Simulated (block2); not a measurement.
# InF (SMILES [F][In]) at DMRG/STO-6G

What is the energy change on altering one bond length of InF at DMRG/STO-6G? 

The calculation is run with block2 0.5.4.

3 further runs of the same task are left out: 3 set aside as unsound or not needed.

## Step 1: Starting point

InF has 2 atoms, charge 0, and is taken as a singlet. SMILES: `[F][In]`. Geometry: a GFN2-xTB relaxation, a rough one for these elements and not checked as a minimum.

Bond lengths: F1–In2 2.025 Å.

## Step 2: A single-point energy at DMRG/STO-6G

prepare.py reads:

```python
from pyscf import ao2mo, cc, dft, gto, mcscf, mp, scf
from pyscf.tools import fcidump

geom = """
F      0.000000     0.000000     0.000000
In     0.000000     0.000000     2.025490
"""
mol = gto.M(
    atom=geom,
    basis="sto-6g",
    verbose=3,
    max_memory=2000,
)
print("nao = %d" % (mol.nao))
mf = scf.RHF(mol)
mf.conv_tol = 1e-10
mf.max_cycle = 200
mf.kernel()
if not mf.converged:
    mf = mf.newton().run(mf.mo_coeff, mf.mo_occ)
print("reference energy = %.10f" % (mf.e_tot))
# single-reference ladder for comparison
ref = mf
pt = mp.MP2(ref, frozen=19).run()
mycc = cc.CCSD(ref, frozen=19)
mycc.max_cycle = 150
mycc.kernel()
print(f"E(MP2) = {pt.e_tot:.10f}")
if mycc.converged:
    print("E(CCSD) = %.10f" % (mycc.e_tot))
    print("CCSD(T) total energy = %.10f" % (mycc.e_tot + mycc.ccsd_t()))
    print("T1 = %.4f" % (mycc.get_t1_diagnostic()))
# a few density functionals on the same geometry and basis
ks = dft.RKS(mol, xc="tpssh").set(conv_tol=1e-9, verbose=3).run()
if ks.converged:
    print("E(TPSSh) = %.8f" % (ks.e_tot))
ks = dft.RKS(mol, xc="bhandhlyp").set(conv_tol=1e-9, verbose=3).run()
if ks.converged:
    print(f"E(BHLYP) = {ks.e_tot:.8f}")
ks = dft.RKS(mol, xc="pbe0").set(conv_tol=1e-9, verbose=3).run()
if ks.converged:
    print(f"E(PBE0) = {ks.e_tot:.8f}")
ks = dft.RKS(mol, xc="wb97x").set(conv_tol=1e-9, verbose=3).run()
if ks.converged:
    print(f"E(wB97X) = {ks.e_tot:.8f}")
# FCIDUMP for the DMRG program
cas = mcscf.CASCI(mf, 13, 20)
h1, ecore = cas.get_h1eff()
fcidump.from_integrals("FCIDUMP", h1, cas.get_h2eff(), 13, 20, nuc=ecore, ms=0)
# exact diagonalisation in the same space
ci = mcscf.CASCI(mf, 13, (10, 10))
ci.fix_spin_(ss=0)
ci.fcisolver.conv_tol = 1e-10
ci.fcisolver.max_cycle = 200
ci.kernel()
print(f"E(FCI) = {ci.e_tot:.10f}")
```

dmrg.conf reads:

```
sym c1
orbitals FCIDUMP
nelec 20
spin 0
irrep 1
occ 2 2 2 2 2 2 2 2 2 2 0 0 0
cbias 0.1
schedule
0 25 1E-09 1E-03
2 50 1E-09 1E-04
4 75 1E-09 1E-04
6 100 1E-09 1E-05
9 100 1E-10 0.0
end
maxiter 15
sweep_tol 1E-06
fiedler
mem 1g
num_thrds 1
prefix ./tmp
outputlevel 2
onepdm
```

On the command line:

```
$ python prepare.py && block2main dmrg.conf
```

The log of the run:

```text
$ python prepare.py
nao = 32
converged SCF energy = -5811.56266863631
reference energy = -5811.5626686363
E(RMP2) = -5811.61179276611  E_corr = -0.0491241298022916
E(SCS-RMP2) = -5811.61409940948  E_corr = -0.0514307731719084
E(CCSD) = -5811.625749736319  E_corr = -0.06308110001132244
E(MP2) = -5811.6117927661
E(CCSD) = -5811.6257497363
CCSD(T) correction = -0.00891251138659889
CCSD(T) total energy = -5811.6346622477
T1 = 0.0232
converged SCF energy = -5813.92486531266
E(TPSSh) = -5813.92486531
converged SCF energy = -5814.14070241679
E(BHLYP) = -5814.14070242
converged SCF energy = -5813.66074070228
E(PBE0) = -5813.66074070
converged SCF energy = -5814.16455814914
E(wB97X) = -5814.16455815
CASCI E = -5811.63606084631  E(CI) = -104.840735068729  S^2 = 0.0000000
E(FCI) = -5811.6360608463

$ block2main dmrg.conf

********************************** INPUT START **********************************
sym                                                             c1
orbitals                                                   FCIDUMP
nelec                                                           20
spin                                                             0
irrep                                                            1
occ                                      2 2 2 2 2 2 2 2 2 2 0 0 0
cbias                                                          0.1
maxiter                                                         15
sweep_tol                                                    1E-06
fiedler
mem                                                             1g
num_thrds                                                        1
prefix                                                       ./tmp
outputlevel                                                      2
[... 52 lines left out ...]
 --> Site =    1-   2 .. Mmps =   10 Ndav =  13 E =  -5808.6055450406 Error = 0.00e+00 FLOPS = 3.09e+08 Tdav = 0.00 T = 0.02
[... 20 lines left out ...]
 <-- Site =   10-  11 .. Mmps =    9 Ndav =   2 E =  -5811.6108802900 Error = 0.00e+00 FLOPS = 1.31e+08 Tdav = 0.00 T = 0.01
[... 20 lines left out ...]
 --> Site =    1-   2 .. Mmps =    7 Ndav =   1 E =  -5811.6354465933 Error = 0.00e+00 FLOPS = 7.75e+07 Tdav = 0.00 T = 0.01
[... 20 lines left out ...]
 <-- Site =   10-  11 .. Mmps =   10 Ndav =   1 E =  -5811.6360311894 Error = 0.00e+00 FLOPS = 2.67e+08 Tdav = 0.00 T = 0.05
[... 20 lines left out ...]
 --> Site =    1-   2 .. Mmps =    9 Ndav =   1 E =  -5811.6360440254 Error = 0.00e+00 FLOPS = 2.65e+08 Tdav = 0.00 T = 0.02
[... 20 lines left out ...]
 <-- Site =   10-  11 .. Mmps =   10 Ndav =   1 E =  -5811.6360578985 Error = 0.00e+00 FLOPS = 3.73e+08 Tdav = 0.00 T = 0.02
[... 20 lines left out ...]
 --> Site =    1-   2 .. Mmps =    9 Ndav =   1 E =  -5811.6360572223 Error = 0.00e+00 FLOPS = 4.17e+08 Tdav = 0.00 T = 0.02
[... 20 lines left out ...]
 <-- Site =   10-  11 .. Mmps =   10 Ndav =   1 E =  -5811.6360606443 Error = 0.00e+00 FLOPS = 5.25e+08 Tdav = 0.00 T = 0.03
[... 20 lines left out ...]
 --> Site =    1-   2 .. Mmps =   10 Ndav =   1 E =  -5811.6360605187 Error = 0.00e+00 FLOPS = 7.71e+08 Tdav = 0.00 T = 0.02
[... 20 lines left out ...]
 <-- Site =   10-  11 .. Mmps =   10 Ndav =   1 E =  -5811.6360606734 Error = 0.00e+00 FLOPS = 5.92e+08 Tdav = 0.00 T = 0.02
[... 4 lines left out ...]
 <-- Site =    5-   6 .. Mmps =  100 Ndav =   3 E =  -5811.6360607236 Error = 9.03e-10 FLOPS = 3.46e+09 Tdav = 0.09 T = 0.23
 <-- Site =    4-   5 .. Mmps =   97 Ndav =   2 E =  -5811.6360607225 Error = 3.89e-14 FLOPS = 2.86e+09 Tdav = 0.03 T = 0.11
 <-- Site =    3-   4 .. Mmps =   55 Ndav =   2 E =  -5811.6360607231 Error = 2.22e-14 FLOPS = 1.82e+09 Tdav = 0.02 T = 0.07
 <-- Site =    2-   3 .. Mmps =   31 Ndav =   1 E =  -5811.6360607231 Error = 6.28e-21 FLOPS = 5.31e+08 Tdav = 0.00 T = 0.03
 <-- Site =    1-   2 .. Mmps =   10 Ndav =   1 E =  -5811.6360607231 Error = 3.30e-19 FLOPS = 2.07e+08 Tdav = 0.00 T = 0.01
 <-- Site =    0-   1 .. Mmps =    3 Ndav =   1 E =  -5811.6360607231 Error = 2.45e-20 FLOPS = 2.35e+07 Tdav = 0.00 T = 0.00
[... 9 lines left out ...]
DMRG Energy = -5811.636060819706472
[... 33 lines left out ...]
Expectation | Direction =  forward | BRA bond dimension =  100 | KET bond dimension =  100
 --> Site =    0-   1 .. Nterms =           25 Error =  0.000000000000/ 0.000000000000 FLOPS = 4.66e+06 Tmult = 0.00 T = 0.00
 --> Site =    1-   2 .. Nterms =           23 Error =  0.000000000000/ 0.000000000000 FLOPS = 5.39e+07 Tmult = 0.00 T = 0.01
 --> Site =    2-   3 .. Nterms =           21 Error =  0.000000000000/ 0.000000000000 FLOPS = 2.21e+08 Tmult = 0.00 T = 0.01
 --> Site =    3-   4 .. Nterms =           19 Error =  0.000000000000/ 0.000000000000 FLOPS = 4.49e+08 Tmult = 0.00 T = 0.02
 --> Site =    4-   5 .. Nterms =           17 Error =  0.000000000000/ 0.000000000000 FLOPS = 7.62e+08 Tmult = 0.00 T = 0.01
 --> Site =    5-   6 .. Nterms =           15 Error =  0.000000000000/ 0.000000000000 FLOPS = 1.09e+09 Tmult = 0.00 T = 0.02
 --> Site =    6-   7 .. Nterms =           13 Error =  0.000000000000/ 0.000000000000 FLOPS = 1.62e+09 Tmult = 0.00 T = 0.02
 --> Site =    7-   8 .. Nterms =           11 Error =  0.000000000000/ 0.000000000000 FLOPS = 1.07e+09 Tmult = 0.00 T = 0.02
 --> Site =    8-   9 .. Nterms =            9 Error =  0.000000000000/ 0.000000000000 FLOPS = 5.33e+08 Tmult = 0.00 T = 0.02
 --> Site =    9-  10 .. Nterms =            7 Error =  0.000000000000/ 0.000000000000 FLOPS = 2.79e+08 Tmult = 0.00 T = 0.01
 --> Site =   10-  11 .. Nterms =            5 Error =  0.000000000000/ 0.000000000000 FLOPS = 8.40e+07 Tmult = 0.00 T = 0.01
 --> Site =   11-  12 .. Nterms =            4 Error =  0.000000000000/ 0.000000000000 FLOPS = 6.63e+06 Tmult = 0.00 T = 0.01
Time elapsed =      0.172
Time sweep =        0.172 | 11.4 MFLOP/SWP
 | Dmem = 322 KB (22%) | Imem = 9.21 KB (92%) | Hmem = 2.78 MB | Wmem = 72.2 KB | MaxBmem = 60.0 KB | MaxRmem = 54.4 KB
 | Tread = 0.005 | Twrite = 0.013 | Tfpread = 0.004 | Tfpwrite = 0.002 | data = 330 KB | cpsd = 207 KB | Tasync = 0.000
 | Trot = 0.006 | Tctr = 0.000 | Tint = 0.000 | Tmid = 0.000 | Tdctr = 0.000 | Tdiag = 0.001 | Tinfo = 0.003
 | Teff = 0.026 | Texpt = 0.017 | Tblk = 0.137 | Tmve = 0.034

NPDM Sorting | Nsites =    13 | Nmaxops =  2 | DotSite = 2 | SymbolFree = T | Compressed = T | LowMem = F | Mem = 1.32 KB
 Site =     0 ..  T = 0.000
 Site =     1 ..  T = 0.000
 Site =     2 ..  T = 0.000
 Site =     3 ..  T = 0.000
 Site =     4 ..  T = 0.000
 Site =     5 ..  T = 0.000
 Site =     6 ..  T = 0.000
 Site =     7 ..  T = 0.000
 Site =     8 ..  T = 0.000
 Site =     9 ..  T = 0.000
 Site =    10 ..  T = 0.000
 Site =    11 ..  T = 0.000
Ttotal =      0.000

DMRG OCC =   1.998 2.000 2.000 1.998 2.000 2.000 1.957 1.964 1.964 1.886 0.084 0.084 0.067
```

It took 74 s on 1 thread of Intel Xeon at 2.50GHz (Skylake/Cascade Lake), shared host; peak memory 0.2 GiB.

## Step 3: The distorted shape: the energy at DMRG/STO-6G

prepare.py reads:

```python
from pyscf import ao2mo, cc, dft, gto, mcscf, mp, scf
from pyscf.tools import fcidump

geom = """
F      0.000000     0.000000    -0.607610
In     0.000000     0.000000     2.025490
"""
mol = gto.M(
    atom=geom,
    basis="sto-6g",
    spin=0,
    verbose=3,
)
print("basis functions = %d" % (mol.nao))
mf = scf.RHF(mol)
mf.conv_tol = 1e-10
mf.max_cycle = 200
mf.kernel()
if not mf.converged:
    mf = mf.newton().run(mf.mo_coeff, mf.mo_occ)
print(f"E(HF) = {mf.e_tot:.10f}")
# single-reference ladder for comparison
ref = mf
pt = mp.MP2(ref, frozen=19).run()
mycc = cc.CCSD(ref, frozen=19)
mycc.max_cycle = 150
mycc.kernel()
print(f"E(MP2) = {pt.e_tot:.10f}")
if mycc.converged:
    print("E(CCSD) = %.10f" % (mycc.e_tot))
    print(f"CCSD(T) total energy = {mycc.e_tot + mycc.ccsd_t():.10f}")
    print(f"T1 = {mycc.get_t1_diagnostic():.4f}")
# a few density functionals on the same geometry and basis
ks = dft.RKS(mol, xc="tpssh").set(conv_tol=1e-9, verbose=3).run()
if ks.converged:
    print(f"E(TPSSh) = {ks.e_tot:.8f}")
ks = dft.RKS(mol, xc="bhandhlyp").set(conv_tol=1e-9, verbose=3).run()
if ks.converged:
    print("E(BHLYP) = %.8f" % (ks.e_tot))
ks = dft.RKS(mol, xc="pbe0").set(conv_tol=1e-9, verbose=3).run()
if ks.converged:
    print("E(PBE0) = %.8f" % (ks.e_tot))
ks = dft.RKS(mol, xc="wb97x").set(conv_tol=1e-9, verbose=3).run()
if ks.converged:
    print("E(wB97X) = %.8f" % (ks.e_tot))
# rotate to MP2 natural orbitals
occ_no, mo = mcscf.addons.make_natural_orbitals(mp.MP2(mf, frozen=19).run())
mf.mo_coeff = mo
# write the integrals of the correlated orbitals
cas = mcscf.CASCI(mf, 13, 20)
h1, ecore = cas.get_h1eff()
fcidump.from_integrals("FCIDUMP", h1, cas.get_h2eff(), 13, 20, nuc=ecore, ms=0)
# FCI check
ci = mcscf.CASCI(mf, 13, (10, 10))
ci.fix_spin_(ss=0)
ci.fcisolver.conv_tol = 1e-10
ci.fcisolver.max_cycle = 200
ci.kernel()
print("E(FCI) = %.10f" % (ci.e_tot))
```

dmrg.conf reads:

```
sym c1
orbitals FCIDUMP
nelec 20
spin 0
irrep 1
occ 2 2 2 2 2 2 2 2 2 2 0 0 0
cbias 0.1
schedule
0 25 1E-09 1E-03
4 50 1E-09 1E-04
7 75 1E-09 1E-04
10 100 1E-09 1E-05
12 100 1E-10 0.0
end
maxiter 18
sweep_tol 1E-06
fiedler
mem 2g
num_thrds 1
prefix ./tmp
outputlevel 2
onepdm
```

On the command line:

```
$ python prepare.py && block2main dmrg.conf
```

The log of the run:

```text
$ python prepare.py
basis functions = 32
converged SCF energy = -5811.44356074195
E(HF) = -5811.4435607420
E(RMP2) = -5811.50365278377  E_corr = -0.0600920418195998
E(SCS-RMP2) = -5811.51323685379  E_corr = -0.069676111841478
E(CCSD) = -5811.537931155252  E_corr = -0.09437041330084403
E(MP2) = -5811.5036527838
E(CCSD) = -5811.5379311553
CCSD(T) correction = -0.00415523523617489
CCSD(T) total energy = -5811.5420863905
T1 = 0.0297
converged SCF energy = -5813.82185457967
E(TPSSh) = -5813.82185458
converged SCF energy = -5814.02744138222
E(BHLYP) = -5814.02744138
converged SCF energy = -5813.55378629956
E(PBE0) = -5813.55378630
converged SCF energy = -5814.05048815974
E(wB97X) = -5814.05048816
E(RMP2) = -5811.50365278377  E_corr = -0.0600920418195998
E(SCS-RMP2) = -5811.51323685379  E_corr = -0.069676111841478
CASCI E = -5811.54668756859  E(CI) = -99.2768671553658  S^2 = 0.0000000
E(FCI) = -5811.5466875686

$ block2main dmrg.conf

********************************** INPUT START **********************************
sym                                                             c1
orbitals                                                   FCIDUMP
nelec                                                           20
spin                                                             0
irrep                                                            1
occ                                      2 2 2 2 2 2 2 2 2 2 0 0 0
cbias                                                          0.1
maxiter                                                         18
sweep_tol                                                    1E-06
fiedler
mem                                                             2g
num_thrds                                                        1
[... 60 lines left out ...]
 --> Site =    7-   8 .. Mmps =   25 Ndav =   5 E =  -5811.5320848119 Error = 1.62e-06 FLOPS = 1.44e+08 Tdav = 0.02 T = 0.05
[... 23 lines left out ...]
 <-- Site =    1-   2 .. Mmps =   25 Ndav =   2 E =  -5811.5460794870 Error = 1.44e-11 FLOPS = 1.37e+08 Tdav = 0.00 T = 0.03
[... 32 lines left out ...]
 <-- Site =   10-  11 .. Mmps =    7 Ndav =   1 E =  -5811.5462915935 Error = 0.00e+00 FLOPS = 8.13e+07 Tdav = 0.00 T = 0.01
[... 23 lines left out ...]
 --> Site =    4-   5 .. Mmps =   50 Ndav =  11 E =  -5811.5463932198 Error = 9.54e-07 FLOPS = 3.92e+08 Tdav = 0.10 T = 0.18
[... 23 lines left out ...]
 <-- Site =    4-   5 .. Mmps =   50 Ndav =  12 E =  -5811.5466611464 Error = 2.42e-06 FLOPS = 1.21e+09 Tdav = 0.09 T = 0.14
[... 23 lines left out ...]
 --> Site =   10-  11 .. Mmps =   33 Ndav =   1 E =  -5811.5466817542 Error = 1.11e-15 FLOPS = 2.73e+08 Tdav = 0.00 T = 0.03
[... 32 lines left out ...]
 --> Site =    1-   2 .. Mmps =   10 Ndav =   1 E =  -5811.5466866791 Error = 0.00e+00 FLOPS = 5.32e+08 Tdav = 0.00 T = 0.04
[... 23 lines left out ...]
 <-- Site =    7-   8 .. Mmps =   75 Ndav =   2 E =  -5811.5466868373 Error = 7.47e-10 FLOPS = 1.65e+09 Tdav = 0.02 T = 0.08
[... 23 lines left out ...]
 --> Site =    7-   8 .. Mmps =  100 Ndav =   2 E =  -5811.5466875087 Error = 1.06e-09 FLOPS = 2.53e+09 Tdav = 0.03 T = 0.11
[... 23 lines left out ...]
 <-- Site =    1-   2 .. Mmps =   57 Ndav =   1 E =  -5811.5466875441 Error = 3.81e-16 FLOPS = 6.15e+08 Tdav = 0.00 T = 0.03
[... 16 lines left out ...]
 --> Site =    6-   7 .. Mmps =  100 Ndav =   2 E =  -5811.5466875658 Error = 3.00e-10 FLOPS = 3.87e+09 Tdav = 0.06 T = 0.26
 --> Site =    7-   8 .. Mmps =  100 Ndav =   2 E =  -5811.5466875661 Error = 4.83e-14 FLOPS = 3.07e+09 Tdav = 0.03 T = 0.11
 --> Site =    8-   9 .. Mmps =   62 Ndav =   2 E =  -5811.5466875662 Error = 3.36e-15 FLOPS = 1.61e+09 Tdav = 0.02 T = 0.09
 --> Site =    9-  10 .. Mmps =   31 Ndav =   1 E =  -5811.5466875662 Error = 2.22e-16 FLOPS = 4.46e+08 Tdav = 0.00 T = 0.04
 --> Site =   10-  11 .. Mmps =   10 Ndav =   1 E =  -5811.5466875662 Error = 1.11e-16 FLOPS = 1.75e+08 Tdav = 0.00 T = 0.02
 --> Site =   11-  12 .. Mmps =    3 Ndav =   1 E =  -5811.5466875662 Error = 9.46e-20 FLOPS = 2.05e+07 Tdav = 0.00 T = 0.01
[... 9 lines left out ...]
DMRG Energy = -5811.546687566235960
[... 33 lines left out ...]
Expectation | Direction = backward | BRA bond dimension =  100 | KET bond dimension =  100
 <-- Site =   11-  12 .. Nterms =            4 Error =  0.000000000000/ 0.000000000000 FLOPS = 1.18e+06 Tmult = 0.00 T = 0.01
 <-- Site =   10-  11 .. Nterms =            5 Error =  0.000000000000/ 0.000000000000 FLOPS = 2.60e+07 Tmult = 0.00 T = 0.01
 <-- Site =    9-  10 .. Nterms =            7 Error =  0.000000000000/ 0.000000000000 FLOPS = 1.33e+07 Tmult = 0.01 T = 0.02
 <-- Site =    8-   9 .. Nterms =            9 Error =  0.000000000000/ 0.000000000000 FLOPS = 9.62e+08 Tmult = 0.00 T = 0.01
 <-- Site =    7-   8 .. Nterms =           11 Error =  0.000000000000/ 0.000000000000 FLOPS = 1.38e+09 Tmult = 0.00 T = 0.02
 <-- Site =    6-   7 .. Nterms =           13 Error =  0.000000000000/ 0.000000000000 FLOPS = 7.48e+08 Tmult = 0.00 T = 0.03
 <-- Site =    5-   6 .. Nterms =           15 Error =  0.000000000000/ 0.000000000000 FLOPS = 1.52e+09 Tmult = 0.00 T = 0.07
 <-- Site =    4-   5 .. Nterms =           17 Error =  0.000000000000/ 0.000000000000 FLOPS = 1.53e+09 Tmult = 0.00 T = 0.02
 <-- Site =    3-   4 .. Nterms =           19 Error =  0.000000000000/ 0.000000000000 FLOPS = 7.10e+08 Tmult = 0.00 T = 0.02
 <-- Site =    2-   3 .. Nterms =           21 Error =  0.000000000000/ 0.000000000000 FLOPS = 5.41e+08 Tmult = 0.00 T = 0.03
 <-- Site =    1-   2 .. Nterms =           23 Error =  0.000000000000/ 0.000000000000 FLOPS = 2.18e+08 Tmult = 0.00 T = 0.03
 <-- Site =    0-   1 .. Nterms =           25 Error =  0.000000000000/ 0.000000000000 FLOPS = 2.21e+07 Tmult = 0.00 T = 0.02
Time elapsed =      0.294
Time sweep =        0.294 | 12.0 MFLOP/SWP
 | Dmem = 331 KB (21%) | Imem = 9.21 KB (92%) | Hmem = 2.79 MB | Wmem = 70.0 KB | MaxBmem = 251 KB | MaxRmem = 261 KB
 | Tread = 0.008 | Twrite = 0.010 | Tfpread = 0.004 | Tfpwrite = 0.005 | data = 1.27 MB | cpsd = 949 KB | Tasync = 0.000
 | Trot = 0.024 | Tctr = 0.001 | Tint = 0.000 | Tmid = 0.000 | Tdctr = 0.000 | Tdiag = 0.001 | Tinfo = 0.003
 | Teff = 0.034 | Texpt = 0.023 | Tblk = 0.245 | Tmve = 0.047

NPDM Sorting | Nsites =    13 | Nmaxops =  2 | DotSite = 2 | SymbolFree = T | Compressed = T | LowMem = F | Mem = 1.32 KB
 Site =     0 ..  T = 0.000
 Site =     1 ..  T = 0.000
 Site =     2 ..  T = 0.000
 Site =     3 ..  T = 0.000
 Site =     4 ..  T = 0.000
 Site =     5 ..  T = 0.000
 Site =     6 ..  T = 0.000
 Site =     7 ..  T = 0.000
 Site =     8 ..  T = 0.000
 Site =     9 ..  T = 0.003
 Site =    10 ..  T = 0.000
 Site =    11 ..  T = 0.000
Ttotal =      0.004

DMRG OCC =   2.000 2.000 2.000 2.000 2.000 2.000 1.952 1.952 1.889 1.764 0.243 0.101 0.101
```

Run time: 88 s. Hardware: 1 thread of Intel Xeon at 2.50GHz (Skylake/Cascade Lake), shared host; peak memory 0.2 GiB.

## Step 4: Outcome

At DMRG/STO-6G, 19 core orbitals frozen:

| quantity | value |
| --- | --- |
| run 1, DMRG/STO-6G: total energy | -5811.63606 Eh |
| run 1, DMRG/STO-6G: T1 diagnostic of the CCSD step | 0.023 |
| distorted shape: total energy | -5811.54669 Eh |
| distorted shape: T1 diagnostic of the CCSD step | 0.030 |
| energy change with the F1–In2 bond stretched from 2.025 to 2.633 Å | 2.432 eV |

In words: With the F1–In2 bond stretched from 2.025 to 2.633 Å the energy rises by 2.43 eV (56 kcal/mol). The first shape isn't relaxed at this level, so the change isn't measured from a minimum. The minimal basis adds a large error of its own. The T1 diagnostic (run 1, DMRG/STO-6G) of 0.023 is above the customary mark for such species, so a single reference may not serve. Relativity is left out (run 1, DMRG/STO-6G) although the molecule holds a heavy atom. The T1 diagnostic (distorted shape) of 0.030 is above the customary mark for such species, so a single reference may not serve. Relativity is left out (distorted shape) although the molecule holds a heavy atom.
